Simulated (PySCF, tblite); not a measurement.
# C₈H₉FO: infrared bands and NMR shifts

What infrared bands and NMR shifts should C₈H₉FO (`C=CC1(C=C)C[C@H]1C(=O)F`) show?

Computed with tblite 0.8.0 and PySCF 2.14.0, with density-fitted response routines of our own, on a single molecule in the gas phase. Atoms are numbered from 0 throughout.

## 1. The starting structure

19 atoms, charge 0, multiplicity 1; geometry from: GFN2-xTB.

Bonds of the start (Å): C0–C1 1.32, C1–C2 1.48, C2–C3 1.49, C3–C4 1.32, C2–C5 1.50, C5–C6 1.51, C6–C7 1.46, C7–O8 1.18, C7–F9 1.37, C6–C2 1.54, C0–H10 1.08, C0–H11 1.08, C1–H12 1.08, C3–H13 1.08, C4–H14 1.08, C4–H15 1.08, C5–H16 1.08, C5–H17 1.08, C6–H18 1.08.

## 2. Harmonic vibrations with GFN2-xTB

The job: settings as JSON, then the geometry in Å.

```
{"job": {"kind": "ir", "xc": "GFN2-xTB", "basis": "xTB"}, "charge": 0, "multiplicity": 1}
C      2.119298    -1.221265     0.130570
C      0.864351    -1.179151    -0.285314
C      0.065691     0.061895    -0.404822
C      0.827140     1.331143    -0.237909
C      0.745256     2.150355     0.793345
C     -1.087851     0.065144    -1.357123
C     -1.383748     0.048418     0.122149
C     -1.931497    -1.163316     0.717800
O     -1.909098    -2.288352     0.350616
F     -2.573722    -0.866498     1.895639
H      2.658478    -0.335487     0.421983
H      2.655359    -2.151985     0.192632
H      0.347802    -2.087844    -0.559560
H      1.502537     1.543380    -1.057416
H      0.099015     1.956701     1.633560
H      1.332217     3.051252     0.844869
H     -1.296871    -0.843361    -1.902544
H     -1.315002     0.975476    -1.890975
H     -1.729158     0.962746     0.585039
```

**Question.** This job is followed by: GIAO PBE0/pcSseg-1 NMR shielding, non-relativistic, gas phase. What will the session give for the following? strongest single infrared mode (GFN2-xTB); zero-point energy (GFN2-xTB); 13C shifts against TMS (PBE0/pcSseg-1); 1H shifts against TMS (PBE0/pcSseg-1); 17O shifts against H2O (PBE0/pcSseg-1); 19F shifts against CFCl3 (PBE0/pcSseg-1).

As calculated:

```
                                 quantity                                                     value
strongest single infrared mode (GFN2-xTB)                                     1843 cm⁻¹, 476 km/mol
             zero-point energy (GFN2-xTB)                                             91.3 kcal/mol
   13C shifts against TMS (PBE0/pcSseg-1)   172.6, 146.8, 145.5, 127.1, 125.6, 43.9, 27.3, 26.3 ppm
    1H shifts against TMS (PBE0/pcSseg-1)  6.48, 6.46, 5.70, 5.67, 5.64, 5.63, 2.33, 1.51, 1.32 ppm
   17O shifts against H2O (PBE0/pcSseg-1)                                                 429.1 ppm
 19F shifts against CFCl3 (PBE0/pcSseg-1)                                                  71.0 ppm
```

What this shows: No mode is imaginary among the 51: a minimum at this level. The strongest single mode, at 1843 cm⁻¹, moves mainly C7 and O8. Unscaled tight-binding wavenumbers are off by several per cent, some by more. Its intensities can rank the bands wrongly. At PBE0/pcSseg-1: The largest span, 618 ppm, is at O8, where the paramagnetic term is -496 ppm.
